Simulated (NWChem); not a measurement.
# CH5BOSi (SMILES B[SiH2]C=O) at BP86-D3(BJ)/def2-SVP

Wanted: a geometry optimisation of CH5BOSi. 

Program for the calculation: NWChem 7.3.0.

**1. The molecule**

CH5BOSi: 9 atoms, total charge 0, spin state singlet. SMILES: `B[SiH2]C=O`. Geometry: relaxed at PBE0-D4/def2-TZVP. This is one conformer, not always the lowest. The run starts from this shape.

Bond lengths: B1–Si2 2.006 Å, Si2–C3 1.933 Å, C3–O4 1.202 Å, B1–H5 1.196 Å, B1–H6 1.194 Å, Si2–H7 1.484 Å, Si2–H8 1.495 Å, C3–H9 1.118 Å. Some angles: B1–Si2–C3 108.4°, Si2–C3–O4 123.6°, B1–Si2–H7 117.0°, B1–Si2–H8 106.3°, C3–Si2–H7 108.9°, C3–Si2–H8 105.6°, Si2–B1–H5 119.1°, Si2–B1–H6 123.0°, Si2–C3–H9 116.8°, O4–C3–H9 119.6°.

**2. A structure relaxation at BP86-D3(BJ)/def2-SVP**

The input, geom.nw:

```
start geom
memory 2200 mb
geometry
  B     -0.950100     0.850000    -1.073100
  Si     0.610800    -0.206000    -0.386500
  C      0.330600    -0.553700     1.494500
  O      1.022800    -0.098400     2.365800
  H     -2.057600     0.518200    -0.767000
  H     -0.828800     1.799400    -1.786900
  H      1.958100     0.387600    -0.570700
  H      0.542000    -1.540900    -1.055900
  H     -0.539200    -1.202400     1.762900
end
basis spherical bse
  * library def2-SVP
end
dft
  xc becke88 perdew86
  mult 1
  disp vdw 4
  grid fine
  convergence energy 1e-07
  maxiter 100
  mulliken
  print low
end
driver
  maxiter 60
end
freq
  temp 3 298.15 400 700
end
task dft optimize
task dft frequencies
```

The run is started by

```console
$ nwchem geom.nw > geom.out
```

Log:

```text
[...]
 d= 0,ls=0.0,diis     1   -430.3251432281 -5.64D+02  3.05D-02  8.42D-01     2.0
[...]
         Total DFT energy =     -430.439136296735
[...]
@    0    -430.43913630  0.0D+00  0.02578  0.00605  0.00000  0.00000     21.5
[...]
         Total DFT energy =     -430.440296990639
[...]
@    1    -430.44031867 -1.2D-03  0.01039  0.00234  0.01553  0.04223     45.6
[...]
@   17    -430.44131643 -5.5D-07  0.00007  0.00002  0.00161  0.00411    401.2
[...]
         Total DFT energy =   -430.441316614522
[...]
@   18    -430.44131661 -1.8D-07  0.00003  0.00001  0.00115  0.00396    411.0
[...]
         Total DFT energy =     -430.441316630610
[...]
         Total DFT energy =   -430.441316630610
                         DFT ENERGY GRADIENTS
    atom               coordinates                        gradient
                 x          y          z           x          y          z
   1 B      -1.583434   3.703605   0.281071   -0.000010   0.000005  -0.000006
   2 Si      1.246147   1.239489  -0.196642    0.000011   0.000007  -0.000004
   3 C      -0.537062  -2.024844  -0.633119   -0.000008  -0.000020   0.000036
   4 O      -0.902923  -3.500519   1.082088    0.000005   0.000015  -0.000024
   5 H      -2.770505   4.464777  -1.533227    0.000009  -0.000004  -0.000006
   6 H      -2.274157   4.319483   2.382302    0.000005  -0.000002   0.000010
   7 H       3.037304   0.915674   1.978954   -0.000003  -0.000000   0.000006
   8 H       2.692260   1.603636  -2.623477   -0.000007   0.000004  -0.000004
   9 H      -1.222300  -2.458948  -2.625032   -0.000001  -0.000004  -0.000008
[...]
@   19    -430.44131663 -1.6D-08  0.00003  0.00001  0.00035  0.00128    419.7
[...]
      Optimization converged
[...]
@   19    -430.44131663 -1.6D-08  0.00003  0.00001  0.00035  0.00128    419.7
[...]
 d= 0,ls=0.0,diis     4   -430.4413163055 -4.35D-10  1.25D-07  7.29D-11   426.4
         Total DFT energy =     -430.441316305457
      One electron energy =     -855.389633999201
           Coulomb energy =      332.767455830887
    Exchange-Corr. energy =      -40.716242411763
 Nuclear repulsion energy =      132.907209947345
    Dispersion correction =       -0.010105672726
[...]
      Total Density - Mulliken Population Analysis
     ---------------------------------------------
    Atom       Charge   Shell Charges
 -----------   ------   -------------------------------------------------------
    1 B    5     5.08   1.99  0.90  0.25  1.46  0.46  0.02
    2 Si  14    13.77   2.00  1.98  1.10  0.20  5.92  1.36  1.07  0.13
    3 C    6     6.03   1.99  0.97  0.33  1.95  0.73  0.07
    4 O    8     8.15   1.99  1.12  0.68  2.80  1.55  0.02
    5 H    1     0.98   0.73  0.24  0.01
    6 H    1     0.97   0.73  0.23  0.01
    7 H    1     1.03   0.73  0.30  0.01
    8 H    1     1.04   0.72  0.31  0.01
    9 H    1     0.95   0.74  0.19  0.02
[...]
 Zero-Point correction to Energy  =   33.065 kcal/mol  (  0.052692 au)
 Thermal correction to Energy     =   48.744 kcal/mol  (  0.077678 au)
 Thermal correction to Enthalpy   =   50.134 kcal/mol  (  0.079894 au)
 Total Entropy                    =  104.620 cal/mol-K
   - Translational                =   42.960 cal/mol-K (mol. weight =  72.0203)
   - Rotational                   =   28.025 cal/mol-K (symmetry #  =        1)
   - Vibrational                  =   33.635 cal/mol-K
 Cv (constant volume heat capacity) =   33.855 cal/mol-K
   - Translational                  =    2.979 cal/mol-K
   - Rotational                     =    2.979 cal/mol-K
   - Vibrational                    =   27.896 cal/mol-K
[...]
 Normal Eigenvalue ||           Projected Infra Red Intensities
  Mode   [cm**-1]  || [atomic units] [(debye/angs)**2] [(KM/mol)] [arbitrary]
 ------ ---------- || -------------- ----------------- ---------- -----------
    1       -0.000 ||    0.000560           0.013         0.546       0.142
    2       -0.000 ||    0.000005           0.000         0.005       0.001
    3       -0.000 ||    0.000497           0.011         0.484       0.126
    4        0.000 ||    0.000328           0.008         0.320       0.083
    5        0.000 ||    0.000372           0.009         0.363       0.094
    6        0.000 ||    0.000675           0.016         0.658       0.171
    7       53.189 ||    0.003928           0.091         3.829       0.995
    8      138.731 ||    0.002482           0.057         2.419       0.629
    9      171.404 ||    0.000651           0.015         0.635       0.165
   10      291.353 ||    0.004916           0.113         4.792       1.246
   11      422.900 ||    0.006672           0.154         6.504       1.691
   12      504.461 ||    0.016400           0.378        15.988       4.156
   13      571.454 ||    0.003506           0.081         3.417       0.888
   14      638.320 ||    0.021186           0.489        20.653       5.369
[...]
```

Run time: 9.8 min. Hardware: 1 thread of AMD EPYC 7R43 (Zen 3), shared host; peak memory 0.18 GiB.

Steps, from the record of the run:

```tsv
step	energy from the first frame kept (eV)
0	0.0000
1	-0.0322
2	-0.0399
3	-0.0420
4	-0.0439
5	-0.0462
6	-0.0503
7	-0.0525
8	-0.0536
9	-0.0546
10	-0.0552
11	-0.0569
12	-0.0577
13	-0.0590
14	-0.0592
15	-0.0593
16	-0.0593
17	-0.0593
18	-0.0593
19	-0.0593
```

After the run. Bond lengths: B1–Si2 2.002 Å, Si2–C3 1.982 Å, C3–O4 1.213 Å, B1–H5 1.216 Å, B1–H6 1.215 Å, Si2–H7 1.501 Å, Si2–H8 1.507 Å, C3–H9 1.138 Å. Some angles: B1–Si2–C3 103.1°, Si2–C3–O4 123.4°, B1–Si2–H7 116.7°, B1–Si2–H8 113.8°, C3–Si2–H7 106.9°, C3–Si2–H8 104.7°, Si2–B1–H5 120.2°, Si2–B1–H6 121.0°, Si2–C3–H9 115.8°, O4–C3–H9 120.8°.

**3. What came out**

At BP86-D3(BJ)/def2-SVP:

| quantity | value |
| --- | --- |
| total energy at the end | -430.44132 Eh |
| dispersion energy | -26.53 kJ/mol |
| lowest harmonic wavenumber | 53 cm⁻¹ |
| highest harmonic wavenumber | 2710 cm⁻¹ |
| zero-point energy | 138.3 kJ/mol |
| ideal-gas entropy at 298.15 K (symmetry number 1 as used) | 79.2 cal/(mol K) |

**Reading.** At the final geometry: Bond lengths: B1–Si2 2.002 Å, Si2–C3 1.982 Å, C3–O4 1.213 Å, B1–H5 1.216 Å, B1–H6 1.215 Å, Si2–H7 1.501 Å, Si2–H8 1.507 Å, C3–H9 1.138 Å. Some angles: B1–Si2–C3 103.1°, Si2–C3–O4 123.4°, B1–Si2–H7 116.7°, B1–Si2–H8 113.8°, C3–Si2–H7 106.9°, C3–Si2–H8 104.7°, Si2–B1–H5 120.2°, Si2–B1–H6 121.0°, Si2–C3–H9 115.8°, O4–C3–H9 120.8°. All 21 modes are real, so the shape is a minimum at this level. The optimisation took 20 steps and changed the energy by -0.059 eV.
